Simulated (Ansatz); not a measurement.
Born–Oppenheimer molecular dynamics of a periodic cell of 16 atoms, WC (start crystal WC, start structure P-6m2, volume 1.1 times the crystal's). It goes on from the last frame of an earlier run, with new velocities.

The calculation used DFT LDA, scalar-relativistic, plane waves, PAW in Ansatz 0.2.0. Settings: accuracy low, PAW set soft_1, cutoff 420 eV, k mesh 2x2x2, fermi-dirac smearing 0.36 eV, no spin polarisation.

```yaml
ensemble: NPT, Langevin
time_step: 0.75 fs
steps_asked: 170
set_temperature: 2940 K
friction: 0.01 /fs
pressure: 1 GPa
seed: 42427
```

First frame:

```xyz
16
Lattice="-2.9873 -5.1741 0.0000 4.4809 -2.5870 0.0000 0.0000 0.0000 5.8425" Properties=species:S:1:pos:R:3
W -0.143 -4.609 -0.011
C 1.532 -4.055 1.151
W -0.127 -5.067 2.763
C 1.515 -4.337 3.825
W -1.935 -2.381 -0.469
C -0.363 -1.832 1.103
W -1.689 -2.611 2.613
C -0.392 -1.270 3.813
W 1.404 -2.199 -0.318
C 2.837 -2.218 1.136
W 1.489 -2.363 2.460
C 2.660 -1.181 4.401
W -0.319 0.091 -0.344
C -1.469 -4.469 1.221
W 0.012 0.245 2.482
C -1.555 -4.215 4.056
```

(1) What does the run give?

(2) What happens to the structure?

(3) How do temperature and energy run in time?

## Answers

(1) All steps were run.

```
steps done                                               : 170
time covered                                             : 127.5 fs
mean temperature over the second half                    : 3789 K
spread of the potential energy over the second half      : 52.8 meV per atom
mean potential energy of the second half above the start : -267.0 meV per atom
mean pressure over the second half                       : 9.7 GPa
```

The conserved energy stayed within 0.3 meV per atom of its start (net change 0.18 meV per atom), so the integration is sound. The mean temperature of the second half is 29 % above the set value. A run of 0.13 ps of so small a system gives no equilibrium averages. Limits of this set-up: coarse k mesh, PAW files made for another functional, low accuracy level. The cell's volume went from 181 to 173 Å³.

(2) Mean squared displacements from the first frame to the last, about the centre of mass, the cell's change included: W 0.17 Å², C 0.40 Å². This is one draw of velocities; another would differ in detail.

(3) 
```
time (fs)  T (K)  potential energy less start (eV)  conserved less start (meV/atom)  P (GPa)  volume (Å³)
        0   2756                             0.000                             0.00     -3.3        180.6
     3.75   2419                             0.533                             0.13     -1.5        180.5
      7.5   2255                             0.558                             0.19      0.1        179.9
    11.25   2870                            -0.283                             0.01      0.2        179.2
       15   3113                            -1.183                            -0.08     -1.2        178.6
    18.75   3653                            -1.676                            -0.05     -2.4        178.2
     22.5   3670                            -1.801                            -0.05     -3.4        177.9
    26.25   3443                            -1.671                            -0.10     -3.8        177.8
       30   2902                            -1.097                            -0.02     -3.6        177.7
    33.75   2752                            -0.446                             0.14     -1.6        177.4
     37.5   3293                            -0.635                             0.09     -1.0        177.0
    41.25   4272                            -1.861                            -0.16     -3.0        177.0
       45   4745                            -2.526                            -0.29     -4.0        176.8
    48.75   4793                            -2.109                            -0.12     -2.7        176.6
     52.5   4347                            -1.843                             0.03     -0.8        175.9
    56.25   4471                            -2.423                            -0.05      0.1        175.3
       60   4958                            -3.430                            -0.06      0.6        174.3
    63.75   5023                            -4.225                            -0.04      1.4        173.1
     67.5   5260                            -4.909                            -0.10      3.0        171.7
    71.25   5231                            -5.055                            -0.19      6.1        170.2
       75   4370                            -4.373                            -0.03     10.2        168.8
    78.75   4009                            -3.382                             0.12     14.9        167.8
     82.5   3587                            -2.902                             0.08     18.1        167.2
    86.25   3523                            -2.943                             0.06     20.7        166.5
       90   3763                            -3.502                             0.05     21.3        166.1
    93.75   3667                            -4.453                            -0.03     18.7        166.1
     97.5   3774                            -5.383                            -0.02     15.1        166.5
   101.25   3746                            -5.903                            -0.14     11.7        166.9
      105   3850                            -5.481                            -0.12     10.0        167.6
   108.75   3424                            -4.350                             0.17      8.4        168.6
    112.5   2820                            -3.799                             0.21      5.7        169.5
   116.25   3144                            -4.273                            -0.09      2.4        170.3
      120   3335                            -4.345                            -0.12      0.2        171.3
   123.75   3053                            -3.752                             0.04     -0.3        172.3
    127.5   2916                            -3.501                             0.18     -1.6        173.4
```

Run time: 15 min on 1 thread of Intel(R) Xeon(R) Platinum 8175M CPU @ 2.50GHz (Skylake/Cascade Lake) (shared host), peak memory 0.62 GiB.
